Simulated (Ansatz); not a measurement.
# CH₆OSeSn, SMILES C[O][SnH2][SeH]: a geometry optimisation

Computed with Ansatz 0.2.0, Python API.

At the Python prompt:
```pycon
>>> import itertools
>>> import ansatz as az
>>> from ase.data import atomic_numbers, covalent_radii
>>> import numpy as np
>>> import pandas as pd
>>> geometry_ang = [
...     ("C", [-0.9279, 1.1386, -0.0757]),
...     ("O", [-1.3814, -0.1617, -0.0723]),
...     ("Sn", [0.1744, -1.2466, 0.4379]),
...     ("Se", [1.9699, -1.2673, -1.4644]),
...     ("H", [-0.6307, 1.4988, 0.9018]),
...     ("H", [-0.1793, 1.3639, -0.8456]),
...     ("H", [-1.8196, 1.814, -0.3637]),
...     ("H", [-0.2663, -2.8686, 0.7929]),
...     ("H", [0.9563, -0.5395, 1.9193]),
...     ("H", [2.1876, 0.2173, -1.2273]),
... ]
>>> ch6osesn = az.Crystal.molecule()
>>> for symbol, xyz in geometry_ang:
...     ch6osesn = ch6osesn.atom(symbol, xyz)
...
>>> setup = ch6osesn.calculation()
>>> setup = setup.basis(gaussian="def2-SVP")
>>> setup = setup.functional("pbe")
>>> symbols = [site.symbol for site in ch6osesn.cartesian_sites]
>>> start = np.array([site.position_ang for site in ch6osesn.cartesian_sites], dtype=float)
>>> def progress(event):
...     if event["event"] == "relax_step":
...         row = event["data"]
...         print(f"step {row['step']:3d}  E = {row['lagrangian_ev']:.6f} eV  largest force component {row['allowed_force_max_ev_ang']:.4f} eV/A")
...
>>> report = setup.relax(force_tolerance=0.005).session().plan().execute(on_event=progress).report
step   1  E = -74338.551644 eV  largest force component 2.4244 eV/A
step   2  E = -74338.817208 eV  largest force component 0.6609 eV/A
step   3  E = -74338.901768 eV  largest force component 0.2562 eV/A
step   4  E = -74338.918376 eV  largest force component 0.1091 eV/A
step   5  E = -74338.928559 eV  largest force component 0.1302 eV/A
step   6  E = -74338.932952 eV  largest force component 0.0757 eV/A
step   7  E = -74338.935578 eV  largest force component 0.1417 eV/A
step   8  E = -74338.940680 eV  largest force component 0.0305 eV/A
step   9  E = -74338.920606 eV  largest force component 0.6523 eV/A
step  10  E = -74338.942515 eV  largest force component 0.0266 eV/A
step  11  E = -74338.940291 eV  largest force component 0.2167 eV/A
step  12  E = -74338.943558 eV  largest force component 0.0124 eV/A
step  13  E = -74338.943740 eV  largest force component 0.0458 eV/A
step  14  E = -74338.943402 eV  largest force component 0.0700 eV/A
step  15  E = -74338.944171 eV  largest force component 0.0031 eV/A
step  16  E = -74338.944189 eV  largest force component 0.0072 eV/A
step  17  E = -74338.944198 eV  largest force component 0.0058 eV/A
step  18  E = -74338.944204 eV  largest force component 0.0025 eV/A
>>> end = np.array(report["positions_ang"])
>>> print("reference energy %16.6f eV" % report["reference_energy_ev"])
reference energy    -74338.944243 eV
>>> print("total energy     %16.6f eV" % report["free_energy_ev"])
total energy        -74338.944243 eV
>>> print("occupied orbitals outside the frozen core (up, down):", report["n_occupied"], " frozen:", report["n_frozen"], " virtual:", report["n_virtual"])
occupied orbitals outside the frozen core (up, down): [38, 38]  frozen: 0  virtual: [78, 78]
>>> # pairs closer than 1.2 times the sum of covalent radii, before or after
>>> radius = [covalent_radii[atomic_numbers[s]] for s in symbols]
>>> span = lambda where, i, j: np.linalg.norm(where[i] - where[j])
>>> bonded = [(i, j) for i, j in itertools.combinations(range(len(symbols)), 2) if min(span(start, i, j), span(end, i, j)) < 1.2 * (radius[i] + radius[j])]
>>> print("pair        before    after (A)")
pair        before    after (A)
>>> for i, j in bonded:
...     print(f"{symbols[i]}{i}-{symbols[j]}{j}".ljust(10), f"{span(start, i, j):8.4f} {span(end, i, j):8.4f}")
...
C0-O1        1.3771   1.4108
C0-H4        1.0833   1.1190
C0-H5        1.0972   1.1174
C0-H6        1.1551   1.1125
O1-Sn2       1.9641   2.0179
Sn2-Se3      2.6159   2.5709
Sn2-H7       1.7179   1.7199
Sn2-H8       1.8182   1.7347
Se3-H9       1.5191   1.4861
>>> charges = report["charge_distribution"]
>>> table = pd.DataFrame({"atom": symbols, "mulliken": charges["mulliken_charges_e"], "lowdin": charges["lowdin_charges_e"]})
>>> table.round(3)
  atom  mulliken  lowdin
0    C     0.123   0.044
1    O    -0.481  -0.085
2   Sn     0.551   0.176
3   Se    -0.211   0.047
4    H     0.014  -0.021
5    H     0.021  -0.022
6    H     0.032  -0.016
7    H    -0.042  -0.057
8    H    -0.070  -0.069
9    H     0.064   0.003
>>> print("dipole (e A):", np.round(charges["dipole_moment_e_ang"], 4) + 0.0)
dipole (e A): [0.233  0.0905 0.2071]
```

Total energies depend on the basis set; only differences at equal settings carry meaning. The end point is the stationary point reached from this start; no frequency run checks that it is a minimum, and the basis set is modest. def2 sets replace the cores of elements past krypton by effective core potentials. The Löwdin charges here are taken after orthogonalising the functions within each atom; they differ from plain Löwdin charges, and their signs can be unphysical. Wall time of the script: 86 s on 1 thread of Arm Neoverse V1, on a shared host, peak memory 0.28 GiB.
